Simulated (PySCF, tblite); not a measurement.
# C28H17B: electronic excitations, NMR shifts

Aim: compute the electronic excitations, NMR shifts of C28H17B (`B1c2cc3ccc4c5ccccc5ccc4c3cc2-c2ccc3ccccc3c21`).

Programs: tblite 0.8.0 and PySCF 2.14.0, with routines of our own; each step states its level. All values are computed. Atoms count from 0.

## (1) The system as given

46 atoms, charge 0, multiplicity 1; geometry from: force field, distance geometry or constructed start.

## (2) Geometry optimisation with GFN2-xTB

Job settings and geometry (Å):

```
{"job": {"kind": "relax", "xc": "GFN2-xTB", "basis": "xTB"}, "charge": 0, "multiplicity": 1}
B      2.874000     1.902500    -0.821600
C      1.379400     1.523300    -0.569300
C      0.246900     2.301700    -0.649600
C     -1.009700     1.724800    -0.370600
C     -2.154700     2.505500    -0.449400
C     -3.408700     1.975100    -0.182800
C     -3.569800     0.625700     0.192600
C     -4.859600     0.075100     0.480100
C     -6.062400     0.823200     0.406000
C     -7.303500     0.238600     0.693500
C     -7.379500    -1.102200     1.052700
C     -6.220400    -1.868300     1.134900
C     -4.969800    -1.293500     0.856400
C     -3.822000    -2.085500     0.937700
C     -2.573000    -1.552000     0.668700
C     -2.405900    -0.204700     0.299300
C     -1.110000     0.346800     0.012100
C      0.091200    -0.419900     0.086100
C      1.313700     0.194200    -0.200200
C      2.659300    -0.395000    -0.184500
C      3.019700    -1.703700     0.124200
C      4.376800    -2.060000     0.074500
C      5.360000    -1.103800    -0.274200
C      6.708500    -1.470600    -0.329200
C      7.678500    -0.516300    -0.679200
C      7.294900     0.789700    -0.985800
C      5.955900     1.167800    -0.947600
C      4.971900     0.225200    -0.593200
C      3.609300     0.552800    -0.540700
H      3.316600     2.948800    -1.140400
H      0.328600     3.347000    -0.937100
H     -2.083800     3.551800    -0.737200
H     -4.229900     2.661400    -0.277500
H     -6.090500     1.864500     0.137700
H     -8.204100     0.832900     0.627600
H     -8.337800    -1.546000     1.271700
H     -6.299700    -2.908900     1.415400
H     -3.898500    -3.126200     1.222000
H     -1.748200    -2.249000     0.763900
H      0.111800    -1.452300     0.361900
H      2.279100    -2.447000     0.400000
H      4.669200    -3.084200     0.318500
H      7.030400    -2.475500    -0.095900
H      8.725000    -0.801500    -0.716400
H      8.051100     1.519800    -1.257900
H      5.687500     2.187700    -1.193400
```

The run is started by

```sh
> OMP_NUM_THREADS=2 python large_run.py task.json out
```

This one command runs all jobs of the session in turn.

What it wrote:

```text
step      E/eV     max force
  0   -1900.94260    2.405
  1   -1901.15763    1.149
  2   -1901.20823    0.296
  3   -1901.21968    0.261
  4   -1901.23755    0.215
  5   -1901.24516    0.160
  6   -1901.25018    0.100
  7   -1901.25284    0.094
  8   -1901.25496    0.095
  9   -1901.25632    0.079
 10   -1901.25734    0.054
 11   -1901.25813    0.056
 12   -1901.25887    0.058
 13   -1901.25961    0.054
 14   -1901.26038    0.048
 15   -1901.26107    0.042
 16   -1901.26160    0.048
 17   -1901.26200    0.040
 18   -1901.26236    0.040
 19   -1901.26275    0.035
 20   -1901.26318    0.047
 21   -1901.26366    0.060
 22   -1901.26413    0.056
 23   -1901.26456    0.057
 24   -1901.26495    0.046
 25   -1901.26532    0.036
 26   -1901.26569    0.046
 27   -1901.26605    0.038
 28   -1901.26637    0.028
 29   -1901.26669    0.036
 30   -1901.26701    0.040
 31   -1901.26738    0.036
 32   -1901.26777    0.033
 33   -1901.26816    0.035
 34   -1901.26854    0.038
 35   -1901.26892    0.036
 36   -1901.26927    0.033
 37   -1901.26962    0.036
 38   -1901.26994    0.047
 39   -1901.27023    0.047
 40   -1901.27051    0.042
 41   -1901.27077    0.040
 42   -1901.27104    0.044
 43   -1901.27130    0.040
 44   -1901.27153    0.026
 45   -1901.27172    0.018
```

Wall time 2 s (2 threads of Arm Neoverse N1, shared host); peak memory 0.19 GiB.

Relaxation path:

```
step  energy from step 0 (eV)  largest force (eV/Å)
   0                   0.0000                2.4053
   1                  -0.2150                1.1493
   2                  -0.2656                0.2960
   3                  -0.2771                0.2604
   4                  -0.2949                0.2151
   5                  -0.3026                0.1600
   6                  -0.3076                0.0995
   7                  -0.3102                0.0938
   8                  -0.3124                0.0952
  11                  -0.3155                0.0563
  14                  -0.3178                0.0485
  17                  -0.3194                0.0396
  20                  -0.3206                0.0475
  23                  -0.3220                0.0571
  26                  -0.3231                0.0457
  29                  -0.3241                0.0362
  32                  -0.3252                0.0326
  35                  -0.3263                0.0359
  38                  -0.3273                0.0473
  41                  -0.3282                0.0410
  42                  -0.3284                0.0437
  43                  -0.3287                0.0405
  44                  -0.3289                0.0260
  45                  -0.3291                0.0182
```

Close pairs (by a distance rule), those that changed most:

```csv
bond,before (Å),after (Å),change (Å)
C1–C18,1.381,1.428,+0.047
C23–C24,1.405,1.366,-0.039
C20–C21,1.404,1.371,-0.033
C17–C18,1.398,1.365,-0.032
C8–C9,1.402,1.372,-0.030
C13–C14,1.385,1.355,-0.029
C4–C5,1.387,1.359,-0.029
C25–C26,1.392,1.367,-0.025
```

The final coordinates are the input of the step that follows.

## (3) Electronic excitations: TDA PBE/6-31G*

Job settings and geometry (Å):

```
{"job": {"kind": "uv", "basis": "6-31G*", "grid": 1, "kgrid": 0, "vcut": 1.5, "nstates": 8, "ntriplets": 3, "tda": true, "delta": ["ip_vertical", "ea_vertical"], "pop": true, "xc": "PBE"}, "charge": 0, "multiplicity": 1}
B      2.885991     1.961474    -0.836767
C      1.385254     1.624276    -0.589217
C      0.227395     2.348142    -0.660513
C     -1.024765     1.755699    -0.371465
C     -2.207083     2.522051    -0.450913
C     -3.421200     1.976240    -0.179139
C     -3.555103     0.618473     0.195748
C     -4.846042     0.048547     0.482439
C     -6.046835     0.779060     0.415898
C     -7.257087     0.198168     0.698068
C     -7.331051    -1.148560     1.061396
C     -6.182612    -1.889805     1.136440
C     -4.932341    -1.314576     0.852218
C     -3.745765    -2.085463     0.931578
C     -2.534433    -1.541447     0.660539
C     -2.392603    -0.178572     0.284678
C     -1.107108     0.391695    -0.000904
C      0.100232    -0.346877     0.068810
C      1.295618     0.248991    -0.214466
C      2.638470    -0.339083    -0.199288
C      2.982226    -1.656853     0.114519
C      4.299645    -2.033518     0.076788
C      5.313100    -1.117809    -0.271984
C      6.668979    -1.504320    -0.311755
C      7.642300    -0.608778    -0.652293
C      7.302130     0.716149    -0.968709
C      5.997912     1.123575    -0.940123
C      4.965180     0.226324    -0.592901
C      3.604158     0.612119    -0.552520
H      3.336369     2.987777    -1.157973
H      0.245061     3.393230    -0.939937
H     -2.126785     3.561506    -0.735293
H     -4.295322     2.601727    -0.253889
H     -6.033996     1.820899     0.139419
H     -8.162457     0.785011     0.638375
H     -8.289448    -1.595122     1.280933
H     -6.217830    -2.933282     1.415965
H     -3.828702    -3.125285     1.215382
H     -1.659381    -2.166231     0.734085
H      0.084307    -1.388643     0.347164
H      2.219748    -2.373304     0.383659
H      4.581188    -3.049667     0.317100
H      6.923123    -2.525915    -0.066951
H      8.678153    -0.912583    -0.680261
H      8.083574     1.412157    -1.236733
H      5.735573     2.142007    -1.183227
```

Method: TDA PBE/6-31G*, vertical, gas phase, core orbitals frozen in the response, virtual orbitals cut by energy.

What it wrote:

```text
start: PBE on a coarse grid of 39580 points
cycle   1  E = -1100.7749451743  dE =  5.026e+00  |g| = 9.024e-01  |ddm| = 8.830e+00
cycle   2  E = -1100.6204135863  dE =  1.545e-01  |g| = 1.160e+00  |ddm| = 2.914e+00
cycle   3  E = -1100.9410617333  dE = -3.206e-01  |g| = 5.055e-01  |ddm| = 2.103e+00
cycle   4  E = -1101.0179894356  dE = -7.693e-02  |g| = 1.149e-01  |ddm| = 7.247e-01
cycle   5  E = -1101.0215203159  dE = -3.531e-03  |g| = 4.751e-02  |ddm| = 2.112e-01
cycle   6  E = -1101.0220600702  dE = -5.398e-04  |g| = 2.374e-02  |ddm| = 8.364e-02
cycle   7  E = -1101.0222229935  dE = -1.629e-04  |g| = 8.746e-03  |ddm| = 3.864e-02
final grid: 174089 points
cycle   8  E = -1100.6929003593  dE = -8.848e-06  |g| = 3.169e-02  |ddm| = 1.492e-01
cycle   9  E = -1100.6913320729  dE =  1.568e-03  |g| = 7.646e-02  |ddm| = 1.432e-01
cycle  10  E = -1100.6931217715  dE = -1.790e-03  |g| = 1.688e-02  |ddm| = 1.129e-01
cycle  11  E = -1100.6932112338  dE = -8.946e-05  |g| = 2.320e-03  |ddm| = 2.340e-02
cycle  12  E = -1100.6932119962  dE = -7.625e-07  |g| = 8.769e-04  |ddm| = 3.885e-03
cycle  13  E = -1100.6932133104  dE = -1.314e-06  |g| = 3.530e-04  |ddm| = 1.342e-03
cycle  14  E = -1100.6932131934  dE =  1.169e-07  |g| = 1.004e-04  |ddm| = 5.157e-04
cycle  15  E = -1100.6932100666  dE =  3.127e-06  |g| = 5.623e-05  |ddm| = 2.275e-04
converged SCF energy = -1100.6932100666
Vertical ionisation energy (delta-SCF) = 6.4828 eV   <S^2> = 0.753
Vertical electron affinity (delta-SCF) = 1.2577 eV   <S^2> = 0.754

Static polarisability (au): isotropic 399.389, principal 89.679 322.176 786.311

Singlet excitations
state   eV       nm        f      main configurations
  1   2.0764    597.1   0.01298   H->L 0.93
  2   2.3863    519.6   0.13203   H-1->L 0.87
  3   2.8617    433.3   0.00267   H-3->L 0.73, H->L+1 0.21
  4   2.9068    426.5   0.02580   H-2->L 0.84
  5   3.2278    384.1   0.52164   H->L+1 0.40, H->L+3 0.18, H-3->L 0.11
  6   3.4165    362.9   0.05683   H-4->L 0.53, H-1->L+1 0.22
  7   3.4418    360.2   0.04080   H-1->L+1 0.43, H-4->L 0.25
  8   3.5587    348.4   0.01400   H->L+2 0.54, H-2->L+1 0.20, H-1->L+2 0.09

Triplet excitations (Tamm-Dancoff, eV): 1.7168 2.0472 2.5468
```

It took 1.7 min on 2 threads of Arm Neoverse N1, shared host; peak memory 1.5 GiB.

Frontier orbitals and where they lie:

```csv
orbital,eV,atoms
HOMO−4,-6.20,"C11 8 %, C25 8 %, C8 8 %"
HOMO−3,-5.75,"C14 15 %, C17 13 %, C9 11 %"
HOMO−2,-5.67,"C20 12 %, C23 10 %, C25 10 %"
HOMO−1,-5.14,"C6 10 %, C4 9 %, C13 8 %"
HOMO,-4.85,"C28 12 %, C18 9 %, C5 8 %"
LUMO,-3.00,"B0 33 %, C21 11 %, C19 10 %"
LUMO+1,-2.04,"C4 11 %, C13 11 %, C15 9 %"
LUMO+2,-1.49,"C14 10 %, C23 8 %, C7 8 %"
LUMO+3,-1.43,"C11 10 %, C8 10 %, C20 8 %"
```

With each of the 8 states as a Gaussian band of 0.4 eV half-width at 1/e, the curve within the window shown has maxima at 381 nm (ε 25,000) L/(mol cm). Beyond the last state computed it falls off for lack of states. The curve at chosen wavelengths:

nm, ε (L/mol/cm) and a bar:
```
      321       3317 ####
      342      11713 ##############
      362      21358 #########################
      383      25182 ##############################
      404      21105 #########################
      425      14366 #################
      445       9553 ###########
      466       7114 ########
      487       6395 ########
      507       6236 #######
      528       5963 #######
      549       5390 ######
      570       4591 #####
      590       3759 ####
      611       2929 ###
      632       2213 ###
      653       1636 ##
      673       1209 #
      694        871 #
      715        624 #
      735        453 
      756        323 
      777        230 
      798        165 
      818        120 
      839         86
```

Leading natural transition orbitals of singlet state 5: the hole lies on C28 15 %; C26 11 %; 4 C atoms about 8 % each; the particle on C13 14 %; C9, C11, C14 about 10 % each; C4, C6, C8 about 8 % each.

Leading natural transition orbitals of singlet state 1: the hole lies on C5, C18 about 9 % each; C13, C16, C28 about 7 % each; the particle on B0 29 %; C2, C19, C21 about 8 % each.

Ground-state properties from the same run:

| property | computed |
| --- | --- |
| dipole moment (D) | 1.51 |
| polarisability (Å³) | 59.18 |
| HOMO–LUMO gap (eV) | 1.86 |
| −ε(HOMO) (eV) | 4.85 |

The fields below are evaluated on a grid from the run's orbitals.

Frontier orbitals at PBE/6-31G*, with the share of their density that lies nearest to each atom:

```csv
orbital,energy (eV),lies on
HOMO,-4.85,"C18, C28 about 10 % each; C5 7 %"
LUMO,-3.00,"B0 27 %; C19, C21 about 9 % each; C1, C2, C28 about 6 % each"
```

ELF in a plane through or near 46 of the atoms.

Values, 10 rows by 14 columns:
```
0.00 0.00 0.00 0.00 0.00 0.00 0.00 0.00 0.00 0.00 0.00 0.00 0.00 0.00
0.00 0.00 0.00 0.00 0.00 0.00 0.02 0.01 0.55 0.00 0.00 0.00 0.00 0.00
0.00 0.00 0.00 0.08 0.55 0.98 0.66 0.69 1.00 0.26 0.02 0.00 0.00 0.00
0.00 0.03 0.61 0.98 0.11 0.39 0.73 0.87 0.31 0.80 0.35 0.10 0.03 0.00
0.00 0.06 0.95 0.48 0.60 0.63 0.90 0.42 0.17 0.41 0.73 0.59 0.99 0.00
0.00 0.61 0.44 0.05 0.55 0.41 0.58 0.49 0.38 0.21 0.62 0.83 0.03 0.00
0.00 0.90 0.36 0.32 0.80 0.75 0.02 0.93 0.68 0.35 0.68 0.77 1.00 0.00
0.00 0.00 0.29 0.90 0.99 0.26 0.57 0.01 0.70 0.99 0.18 0.77 0.15 0.00
0.00 0.00 0.00 0.01 0.86 0.00 0.00 0.00 0.00 0.84 0.01 0.17 0.00 0.00
0.00 0.00 0.00 0.00 0.00 0.00 0.00 0.00 0.00 0.00 0.00 0.00 0.00 0.00
```
The map spans 22.6 Å across and 12.6 Å up, centred on the molecule. Atoms in the plane (x, y in Å): B0 (-3.0, 2.0), C1 (-1.5, 1.7), C2 (-0.3, 2.4), C3 (1.0, 1.8), C4 (2.1, 2.6), C5 (3.4, 2.1), C6 (3.6, 0.7), C7 (4.9, 0.1), C8 (6.1, 0.9), C9 (7.3, 0.3), C10 (7.4, -1.1), C11 (6.3, -1.9), C12 (5.0, -1.3), C13 (3.8, -2.1), C14 (2.6, -1.6), C15 (2.4, -0.2), C16 (1.1, 0.4), C17 (-0.1, -0.4), C18 (-1.3, 0.2), C19 (-2.6, -0.4), C20 (-2.9, -1.7), C21 (-4.2, -2.1), C22 (-5.3, -1.2), C23 (-6.6, -1.6), C24 (-7.7, -0.7), C25 (-7.4, 0.7), C26 (-6.1, 1.1), C27 (-5.0, 0.2), C28 (-3.6, 0.6), H29 (-3.5, 3.1), H30 (-0.4, 3.5), H31 (2.0, 3.7), H32 (4.2, 2.7), H33 (6.0, 1.9), H34 (8.2, 0.9), H35 (8.4, -1.6), H36 (6.4, -3.0), H37 (4.0, -3.2), H38 (1.8, -2.2), H39 (0.0, -1.4), H40 (-2.1, -2.5), H41 (-4.5, -3.2), H42 (-6.9, -2.7), H43 (-8.7, -1.0), H44 (-8.2, 1.4), H45 (-5.8, 2.2).

log10 of the density (e/Å³) in the same plane.

Ten even steps from '0' (-4.0) to '9' (1.5):
```
0000000000000000000000000000
0000000000000001100000000000
0000000001102222320000000000
0000000123324544642210000000
0000012245545755754432000000
0002234447656766867644210000
0023446646767977977656432000
0035767656779778677567554200
0035779768767667678679775300
0034777778779779777777975300
0146775776877876876776764200
0247877866765775776776875300
0145677777964665787779776310
0023476677774446778767654300
0001465576564234557657533100
0000244465332112346545420000
0000122343211000134323200000
0000000111000000001101000000
0000000000000000000000000000
0000000000000000000000000000
```
The map spans 22.6 Å across and 12.6 Å up, centred on the molecule. Atoms in the plane (x, y in Å): B0 (-3.0, 2.0), C1 (-1.5, 1.7), C2 (-0.3, 2.4), C3 (1.0, 1.8), C4 (2.1, 2.6), C5 (3.4, 2.1), C6 (3.6, 0.7), C7 (4.9, 0.1), C8 (6.1, 0.9), C9 (7.3, 0.3), C10 (7.4, -1.1), C11 (6.3, -1.9), C12 (5.0, -1.3), C13 (3.8, -2.1), C14 (2.6, -1.6), C15 (2.4, -0.2), C16 (1.1, 0.4), C17 (-0.1, -0.4), C18 (-1.3, 0.2), C19 (-2.6, -0.4), C20 (-2.9, -1.7), C21 (-4.2, -2.1), C22 (-5.3, -1.2), C23 (-6.6, -1.6), C24 (-7.7, -0.7), C25 (-7.4, 0.7), C26 (-6.1, 1.1), C27 (-5.0, 0.2), C28 (-3.6, 0.6), H29 (-3.5, 3.1), H30 (-0.4, 3.5), H31 (2.0, 3.7), H32 (4.2, 2.7), H33 (6.0, 1.9), H34 (8.2, 0.9), H35 (8.4, -1.6), H36 (6.4, -3.0), H37 (4.0, -3.2), H38 (1.8, -2.2), H39 (0.0, -1.4), H40 (-2.1, -2.5), H41 (-4.5, -3.2), H42 (-6.9, -2.7), H43 (-8.7, -1.0), H44 (-8.2, 1.4), H45 (-5.8, 2.2).

On the surface of density 0.002 e/bohr³ the electrostatic potential runs, from the 1st to the 99th percentile, from -0.61 V near C25 to 0.98 V near H39.

[end of part 1 of 2]
